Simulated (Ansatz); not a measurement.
# Sc3GaN4: the band gap up the ladder of functionals

The task here is to estimate one member of a computed series from the others.

Code: Ansatz 0.2.0. PAW datasets, plane waves. These are computed values for a spin-unpolarised cell that may be hypothetical; none is a measurement.

## The structure to begin with

The cell was relaxed beforehand with r2SCAN.

The symmetry is I4/mmm (No. 139, tetragonal); a = 4.459 Å, c = 8.824 Å in the conventional setting, 10.97 Å³ an atom. Around Sc lie 6 N at 2.21–2.23 Å; around N lie 4 Sc at 2.21–2.23 Å and 2 Ga at 2.23 Å; around Sc lie 6 N at 2.23 Å; around N lie 1 Ga at 2.18 Å and 5 Sc at 2.23 Å; around Ga lie 6 N at 2.18–2.23 Å.

The structure in full:

```
CELL_PARAMETERS angstrom
-2.22955 2.22955 4.41185
2.22955 -2.22955 4.41185
2.22955 2.22955 -4.41185
ATOMIC_POSITIONS crystal
Sc 0.75000 0.25000 0.50000
N 0.50000 0.00000 0.50000
Sc 0.00000 0.00000 0.00000
N 0.74681 0.74681 0.00000
Sc 0.25000 0.75000 0.50000
N 0.00000 0.50000 0.50000
Ga 0.50000 0.50000 0.00000
N 0.25319 0.25319 0.00000
```

The first run:

Input file input.yaml:

```yaml
crystal:
  lattice:
    - [-2.2295509664, 2.2295509664, 4.4118505002]
    - [2.2295509664, -2.2295509664, 4.4118505002]
    - [2.2295509664, 2.2295509664, -4.4118505002]
  atoms:
    - { symbol: Sc, position: [0.75, 0.25, 0.5] }
    - { symbol: "N", position: [0.5, 0.0, 0.5] }
    - { symbol: Sc, position: [0.0, 0.0, 0.0] }
    - { symbol: "N", position: [0.7468063826, 0.7468063826, 0.0] }
    - { symbol: Sc, position: [0.25, 0.75, 0.5] }
    - { symbol: "N", position: [0.0, 0.5, 0.5] }
    - { symbol: Ga, position: [0.5, 0.5, 0.0] }
    - { symbol: "N", position: [0.2531936174, 0.2531936174, 0.0] }
kpoints:
  mp_grid: { grid: [8, 8, 8] }
  band_path:
    path:
      - [[0.0, 0.0, 0.0], [-9.115810025845e-18, 9.115810025845e-18, 0.5], [0.25, 0.25, 0.25], [1.889043215027e-17, 0.5, -1.889043215027e-17], [0.0, 0.0, 0.0], [0.5, 0.5, -0.5], [0.3138459337187, 0.6861540662813, -0.3138459337187]]
      - [[-0.3138459337187, 0.3138459337187, 0.3138459337187], [0.0, 0.0, 0.0]]
      - [[-9.115810025845e-18, 9.115810025845e-18, 0.5], [-0.1276918674373, 0.1276918674373, 0.5]]
      - [[0.5, 0.5, -0.1276918674373], [0.5, 0.5, -0.5]]
    npoints: 10
hamiltonian:
  xc: pbe
scf:
  occupations: { method: fermi_dirac, width: 0.02 }
  n_extra_bands: 6
output:
  forces: true
  stress: true
  eigenvalues: true
  write_density: true
  write_potential: true
  elf: true
  volumetric_format: npy
```

Launch:

```console
ansatz run input.yaml --threads 2 --pin off --max-ram 20275MiB --backend cpu --events-out ev --progress --plain --runs-dir out
```

Among the steps run: PBE band path; r2SCAN at the same geometry; HSE06 at the same geometry; PBE+SOC at the same geometry; PBE0 at the same geometry.

One table of the session follows, with a row left open; its other results are not shown here.

```
  level  gap (eV)
    PBE      0.57
 r2SCAN         ?
  HSE06      1.63
PBE+SOC      0.56
   PBE0      2.31
```

**Question.** Estimate the row for r2SCAN.

The run gave: gap (eV): 0.96. In the column «gap (eV)» it lies between PBE (0.57) and HSE06 (1.63).

Meshes: PBE 8×8×8, r2SCAN 8×8×8, HSE06 6×6×6, PBE+SOC 8×8×8, PBE0 6×6×6

In words: PBE+SOC gives the least gap, 0.56 eV, and PBE0 the largest, 2.31 eV. Against HSE06, PBE is short by 1.06 eV, at 35 % of it, and r2SCAN 59 %. PBE0 lies 0.67 eV above HSE06, which differs from it by screening the long-range exchange.

To keep in mind: Warnings in the runs' records: stress scf threshold loose, stress exchange threshold loose.
